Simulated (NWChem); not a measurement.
**the pair GaH5O···SiCl2, step by step**

Wanted: the energy (singlet GaSiH5Cl2O, BLYP-D2/STO-3G), then the energy (singlet GaH5O, BLYP-D2/STO-3G), then a single-point energy (singlet SiCl2, BLYP-D2/STO-3G), then a single-point energy (singlet GaH5O, BLYP-D2/STO-3G), then a single-point energy (singlet SiCl2, BLYP-D2/STO-3G) of Cl2GaH5OSi and its partners. 

The calculation is run with NWChem 7.3.0.

## (1) Starting point

GaSiH5Cl2O has 10 atoms, charge 0, and is taken as a singlet. The two molecules were placed rigidly side by side, at 1.1 times their contact distance; the pair isn't optimised.

Bond lengths: O1–Ga2 2.197 Å, Cl8–Si9 2.077 Å, Si9–Cl10 2.077 Å, O1–H3 0.963 Å, O1–H4 0.962 Å, Ga2–H5 1.570 Å, Ga2–H6 1.580 Å, Ga2–H7 1.581 Å. Angles: Cl8–Si9–Cl10 101.3°, O1–Ga2–H5 99.8°, O1–Ga2–H6 93.8°, O1–Ga2–H7 94.4°, Ga2–O1–H3 108.3°, Ga2–O1–H4 109.4°, H5–Ga2–H6 119.5°, H5–Ga2–H7 119.2°, H6–Ga2–H7 118.0°, H3–O1–H4 106.7°.

## (2) A single-point energy at BLYP-D2/STO-3G (run 1)

File cl2gah5osi.nw:

```
start cl2gah5osi
title "Cl2GaH5OSi BLYP"
memory stack 880 mb heap 220 mb global 1100 mb
charge 0

geometry units angstroms noautosym nocenter noautoz
   O       -0.253730      -1.208390      -0.163870
   Ga       0.148770       0.951010      -0.129270
   H       -0.961630      -1.394590       0.461130
   H        0.522870      -1.683990       0.147630
   H        0.073270       1.260310      -1.666770
   H       -1.093430       1.275410       0.792130
   H        1.563870       0.800210       0.559030
   Cl       3.134030      -3.611110      -0.076510
   Si       4.272940      -5.100950       0.817000
   Cl       4.455640      -4.367720       2.752050
end

basis spherical bse
   * library STO-3G
end

dft
   xc becke88 lyp
   disp vdw 2
   grid fine
   convergence energy 1e-08
   maxiter 100
   mulliken
   noprint "final vectors analysis"
end

task dft energy
```

Launch:

```sh
$ nwchem cl2gah5osi.nw > cl2gah5osi.out
```

The program printed:

```text
Northwest Computational Chemistry Package (NWChem) 7.3.0
             --------------------------------------------------------

           Job information
           ---------------

    nwchem branch   = 7.3.0
    use scalapack   = T
    input           = cl2gah5osi.nw
    prefix          = cl2gah5osi.
    data base       = ./cl2gah5osi.db
    status          = startup
    nproc           =        1

           Memory information
           ------------------

    heap     =     28835834 doubles =      220.0 Mbytes
    stack    =    115343359 doubles =      880.0 Mbytes
    global   =    144179200 doubles =     1100.0 Mbytes (distinct from heap & stack)
    total    =    288358393 doubles =     2200.0 Mbytes
    verify   = yes
    hardfail = no

[... 122 lines left out ...]
  convergence criterion.
[... 18 lines left out ...]
          Convergence on density requested:  1.00D-05
[... 23 lines left out ...]
          Convergence Information
[... 67 lines left out ...]
   convergence    iter        energy       DeltaE   RMS-Dens  Diis-err    time
[... 303 lines left out ...]
      Calculation failed to converge
[... 3 lines left out ...]
      One electron energy =    -5356.133117753997
[... 2 lines left out ...]
 Nuclear repulsion energy =      467.173568265768
[... 48 lines left out ...]
     1   1 0 0     -1.436159   -181.690079   -181.690079    361.944000
[... 8 lines of this table left out ...]
     2   0 0 2    -51.196896   -280.722440   -280.722440    510.247984

 ------------------------------------------------------------------------
 dft energy failed                                                                                  0
 ------------------------------------------------------------------------
 ------------------------------------------------------------------------
  current input line :
    33: task dft energy
 ------------------------------------------------------------------------
 ------------------------------------------------------------------------
 This type of error is most commonly associated with calculations not reaching convergence criteria
 ------------------------------------------------------------------------

0:dft energy failed:Received an Error in Communication
  Errorcode: -1
```

Run time: 66 s. Hardware: 1 thread of Intel Xeon Platinum 8488C (Sapphire Rapids), shared host; peak memory 0.12 GiB.

No converged result was reached.

## (3) GaH5O: a single-point energy at BLYP-D2/STO-3G (run 2)

File run.nw:

```
echo
START run
TITLE "GaH5O"
memory 2200 mb
charge 0
GEOMETRY noautosym nocenter noautoz
 O       -0.253730      -1.208390      -0.163870
 Ga       0.148770       0.951010      -0.129270
 H       -0.961630      -1.394590       0.461130
 H        0.522870      -1.683990       0.147630
 H        0.073270       1.260310      -1.666770
 H       -1.093430       1.275410       0.792130
 H        1.563870       0.800210       0.559030
END
BASIS "ao basis" spherical bse
 O library STO-3G
 Ga library STO-3G
 H library STO-3G
END
DFT
 xc becke88 lyp
 disp vdw 2
 grid fine
 convergence energy 1e-08
 maxiter 100
 mulliken
 print low
END
TASK dft energy
```

Launch:

```sh
$ nwchem run.nw > run.out
```

The program printed:

```text
============================== echo of input deck ==============================
[... 53 lines left out ...]
    hardfail = no
[... 124 lines left out ...]
   convergence    iter        energy       DeltaE   RMS-Dens  Diis-err    time
[... 13 lines left out ...]
      Calculation failed to converge
[... 2 lines left out ...]
         Total DFT energy =    -1979.246979637870
[... 1 line left out ...]
           Coulomb energy =      990.545117580118
[... 1 line left out ...]
 Nuclear repulsion energy =      118.447820605145
[... 35 lines left out ...]
 dft energy failed                                                                                  0
[... 6 lines left out ...]
 This type of error is most commonly associated with calculations not reaching convergence criteria
[... 2 lines left out ...]
0:dft energy failed:Received an Error in Communication
  Errorcode: -1
```

It took 29 s on 1 thread of Intel Xeon Platinum 8488C (Sapphire Rapids), shared host; peak memory 0.11 GiB.

The iterations ended before the threshold was met.

## (4) SiCl2: a single-point energy at BLYP-D2/STO-3G (run 3)

File run.nw:

```
start run
title "Cl2Si"
memory total 2200 mb

geometry units angstrom noautosym nocenter noautoz
 Cl    3.134030   -3.611110   -0.076510
 Si    4.272940   -5.100950    0.817000
 Cl    4.455640   -4.367720    2.752050
end

basis "ao basis" spherical bse
 * library STO-3G
end

dft
 xc becke88 lyp
 disp vdw 2
 grid fine
 convergence energy 1e-08
 iterations 100
 mulliken
 print low
end

task dft
```

Launch:

```sh
$ nwchem run.nw > run.out
```

The program printed:

```text
[...]
 d= 0,ls=0.0,diis     1  -1196.3268256701 -1.37D+03  1.14D-01  3.42D-01     0.3
[...]
 d= 0,ls=0.0,diis     8  -1196.4443091569 -1.25D-09  3.00D-07  2.47D-11     1.2
         Total DFT energy =    -1196.444309156924
      One electron energy =    -1995.010735704588
           Coulomb energy =      706.929630842242
    Exchange-Corr. energy =      -77.224723759255
 Nuclear repulsion energy =      168.862403503931
    Dispersion correction =       -0.000884039253
[...]
      Total Density - Mulliken Population Analysis
     ---------------------------------------------
    Atom       Charge   Shell Charges
 -----------   ------   -------------------------------------------------------
    1 Cl  17    17.30   2.00  2.00  5.99  1.99  5.33
    2 Si  14    13.39   2.00  2.00  5.86  1.89  1.65
    3 Cl  17    17.30   2.00  2.00  5.99  1.99  5.33
[...]
```

Wall time 1.7 s (1 thread of Intel Xeon Platinum 8488C (Sapphire Rapids), shared host); peak memory 0.11 GiB.

## (5) GaH5O among ghost functions: the energy at BLYP-D2/STO-3G (with ghost functions) (run 4)

File struct.nw:

```
start struct
memory 2200 mb

geometry units angstrom noautosym nocenter noautoz
  O    -0.253730   -1.208390   -0.163870
  Ga    0.148770    0.951010   -0.129270
  H    -0.961630   -1.394590    0.461130
  H     0.522870   -1.683990    0.147630
  H     0.073270    1.260310   -1.666770
  H    -1.093430    1.275410    0.792130
  H     1.563870    0.800210    0.559030
  bqCl     3.134030    -3.611110    -0.076510
  bqSi     4.272940    -5.100950     0.817000
  bqCl     4.455640    -4.367720     2.752050
end

basis spherical bse
  O library STO-3G
  Ga library STO-3G
  H library STO-3G
  bqCl library Cl STO-3G
  bqSi library Si STO-3G
end

dft
  xc becke88 lyp
  disp vdw 2
  grid fine
  convergence energy 1e-08
  maxiter 100
  mulliken
  print low
end

task dft energy
```

Launch:

```sh
$ nwchem struct.nw > struct.out
```

The program printed:

```text
Northwest Computational Chemistry Package (NWChem) 7.3.0
             --------------------------------------------------------

           Job information
           ---------------

    nwchem branch   = 7.3.0
    use scalapack   = T
    input           = struct.nw
    prefix          = struct.
    data base       = ./struct.db
    status          = startup
    nproc           =        1

           Memory information
           ------------------

    heap     =     72089596 doubles =      550.0 Mbytes
    stack    =     72089601 doubles =      550.0 Mbytes
    global   =    144179200 doubles =     1100.0 Mbytes (distinct from heap & stack)
    total    =    288358397 doubles =     2200.0 Mbytes
    verify   = yes
    hardfail = no

[... 120 lines left out ...]
   convergence    iter        energy       DeltaE   RMS-Dens  Diis-err    time
[... 13 lines left out ...]
      Calculation failed to converge
[... 2 lines left out ...]
         Total DFT energy =    -1979.247008312074
[... 1 line left out ...]
           Coulomb energy =      990.475104099139
[... 1 line left out ...]
 Nuclear repulsion energy =      118.447820605145
[... 31 lines left out ...]
 dft energy failed                                                                                  0
[... 6 lines left out ...]
 This type of error is most commonly associated with calculations not reaching convergence criteria
[... 2 lines left out ...]
0:dft energy failed:Received an Error in Communication
  Errorcode: -1
```

It took 60 s on 1 thread of Intel Xeon Platinum 8488C (Sapphire Rapids), shared host; peak memory 0.12 GiB.

No converged result was reached.

## (6) SiCl2 among ghost functions: the energy at BLYP-D2/STO-3G (with ghost functions) (run 5)

File cl2si.nw:

```
start cl2si
title "Cl2Si"
memory total 2200 mb
charge 0

geometry units angstrom noautosym nocenter noautoz
Cl       3.134030      -3.611110      -0.076510
Si       4.272940      -5.100950       0.817000
Cl       4.455640      -4.367720       2.752050
bqO     -0.253730    -1.208390    -0.163870
bqGa     0.148770     0.951010    -0.129270
bqH     -0.961630    -1.394590     0.461130
bqH      0.522870    -1.683990     0.147630
bqH      0.073270     1.260310    -1.666770
bqH     -1.093430     1.275410     0.792130
bqH      1.563870     0.800210     0.559030
end

basis spherical bse
Cl library STO-3G
Si library STO-3G
bqO library O STO-3G
bqGa library Ga STO-3G
bqH library H STO-3G
end

dft
xc becke88 lyp
disp vdw 2
grid fine
convergence energy 1e-08
maxiter 100
mulliken
print low
end

task dft energy
```

Launch:

```sh
$ nwchem cl2si.nw > cl2si.out
```

The program printed:

```text
[...]
 d= 0,ls=0.0,diis     1  -1196.3270115450 -1.37D+03  5.58D-02  3.42D-01     0.8
[...]
 d= 0,ls=0.0,diis     8  -1196.4444807572 -4.47D-10  2.68D-07  3.99D-11     4.2
         Total DFT energy =    -1196.444480757194
      One electron energy =    -1995.005431639824
           Coulomb energy =      706.923839737144
    Exchange-Corr. energy =      -77.224408319192
 Nuclear repulsion energy =      168.862403503931
    Dispersion correction =       -0.000884039253
[...]
      Total Density - Mulliken Population Analysis
     ---------------------------------------------
    Atom       Charge   Shell Charges
 -----------   ------   -------------------------------------------------------
    1 Cl  17    17.30   2.00  2.00  5.99  1.99  5.33
    2 Si  14    13.39   2.00  2.00  5.86  1.89  1.65
    3 Cl  17    17.30   2.00  2.00  5.99  1.99  5.33
    4 X    0    -0.00  -0.00 -0.00 -0.00
    5 X    0     0.00   0.00  0.00  0.00  0.00 -0.00  0.00  0.00 -0.00
    6 X    0     0.00   0.00
    7 X    0     0.00   0.00
    8 X    0    -0.00  -0.00
    9 X    0     0.00   0.00
   10 X    0     0.00   0.00
[...]
```

Run time: 4.8 s. Hardware: 1 thread of Intel Xeon Platinum 8488C (Sapphire Rapids), shared host; peak memory 0.12 GiB.

## (7) Outcome

```
                                      quantity                      value
                           SiCl2: total energy             -1196.44431 Eh
                      SiCl2: dispersion energy               -2.32 kJ/mol
     SiCl2 among ghost functions: total energy             -1196.44448 Eh
SiCl2 among ghost functions: dispersion energy               -2.32 kJ/mol
                         run 1, BLYP-D2/STO-3G  no result (not converged)
                                         GaH5O  no result (not converged)
                   GaH5O among ghost functions  no result (not converged)
```

Mulliken charges (SiCl2) run from -0.30 on Cl1 to +0.61 on Si2; they depend strongly on the basis. 3 of the 5 runs did not end normally.
